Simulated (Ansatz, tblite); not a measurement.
# The cluster Pb4S4−: which isomer is lowest

One table from this session's results is given with a row withheld; the runs are named, their logs left out.

Computed with Ansatz 0.2.0, Gaussian basis. Level: relaxed with PBE-D4/def2-SVP, doublet.

8 further runs of the same task are left out: 3 that didn't finish, 5 set aside as unsound or not needed. Runs told in other sessions of the task aren't counted.

### Starting geometry

8 atoms, charge -1, spin multiplicity 2.

Atoms are counted from 1 here; the program's logs count them from 0.

Bond lengths: Pb1–Pb2 3.174 Å, Pb1–S5 2.639 Å, Pb1–S7 2.570 Å, Pb2–S6 2.639 Å, Pb2–S8 2.570 Å, Pb3–S5 2.663 Å, Pb3–S6 2.663 Å, Pb3–S7 2.588 Å, Pb4–S5 2.664 Å, Pb4–S6 2.662 Å, Pb4–S8 2.586 Å. Angles: Pb2–Pb1–S5 90.6°, Pb2–Pb1–S7 92.6°, S5–Pb1–S7 88.2°, Pb1–Pb2–S6 90.5°, Pb1–Pb2–S8 92.5°, S6–Pb2–S8 88.2°, S5–Pb3–S6 85.1°, S5–Pb3–S7 87.3°, S6–Pb3–S7 100.8°, S5–Pb4–S6 85.0°, S5–Pb4–S8 100.9°, S6–Pb4–S8 87.3°, Pb1–S5–Pb3 87.1°, Pb1–S5–Pb4 108.7°, Pb3–S5–Pb4 88.1°, Pb2–S6–Pb3 108.8°, Pb2–S6–Pb4 87.1°, Pb3–S6–Pb4 88.2° and more.

Geometry (Å):

```
atom    x (Å)    y (Å)    z (Å)
 Pb1  -1.5831  -1.6286  -0.1570
 Pb2  -1.4822   1.2330   1.2128
 Pb3   0.8413   0.1334  -2.2477
 Pb4   2.0325   0.2385   1.2587
  S5   1.0516  -1.6794  -0.3088
  S6   0.6042   1.8924  -0.2620
  S7  -1.6185  -0.6238  -2.5216
  S8   0.1544   0.4344   3.0257
```

Pb takes a core potential in the def2 sets. No spin-orbit coupling is included. The ion is computed in the gas phase, without counter-ions or solvent.

A search from random starts with GFN1-xTB found 13 distinct shapes; 2 go on here. The structure above is candidate A, which lies 0.00 eV above the lowest at that level; B lies 1.80 eV above the lowest at that level.

The first run:

The input, in.yaml:

```yaml
crystal:
  periodic: [false, false, false]
  atoms:
    - {symbol: Pb, position_ang: [-1.583050, -1.628640, -0.156950]}
    - {symbol: Pb, position_ang: [-1.482240, 1.233020, 1.212770]}
    - {symbol: Pb, position_ang: [0.841250, 0.133380, -2.247710]}
    - {symbol: Pb, position_ang: [2.032470, 0.238540, 1.258650]}
    - {symbol: S, position_ang: [1.051580, -1.679390, -0.308820]}
    - {symbol: S, position_ang: [0.604170, 1.892450, -0.262040]}
    - {symbol: S, position_ang: [-1.618530, -0.623780, -2.521560]}
    - {symbol: S, position_ang: [0.154360, 0.434410, 3.025660]}
basis:
  gaussian: {orbitals: def2-SVP}
total_charge: -1
magnetization: {spin_polarized: true, initial_magnetization: 1}
hamiltonian: {xc: pbe, dispersion: d4}
scf: {lower_state_search: "off"}
output: {orbitals: {seedname: orbitals}}
relax: {f_tol: 0.03, max_steps: 70}
```

Command:

```sh
> ansatz run in.yaml --threads 4 --pin off --events-out ev --progress --plain --max-ram 6963MiB
```

Steps of the session up to this table: Relaxing candidate A; Relaxing candidate B; Candidate B, PBE0-D4/def2-SVP; Candidate B, PBE-D4/def2-SVP; Candidate B, r2SCAN-D4/def2-SVP.

One table of the session follows, with a row left open; its other results are not shown here.

It belongs to the step «B against A». 

| level | B above A (kcal/mol) |
| --- | --- |
| GFN1-xTB | +45.6 |
| GFN2-xTB | ? |
| PBE-D4/def2-SVP | +24.5 |
| r2SCAN-D4/def2-SVP | +25.2 |
| PBE0-D4/def2-SVP | +26.4 |

Estimate the missing values for GFN2-xTB.

As computed: B above A (kcal/mol): +42.5. In the column «B above A (kcal/mol)» it lies between PBE0-D4/def2-SVP (+26.4) and GFN1-xTB (+45.6).

Limits of these values: The search was small, so a lower isomer may exist. Only doublets are compared; another spin may lie lower and prefer another shape. The anion's highest level is positive in at least one run, so there the basis alone may hold the extra electron.
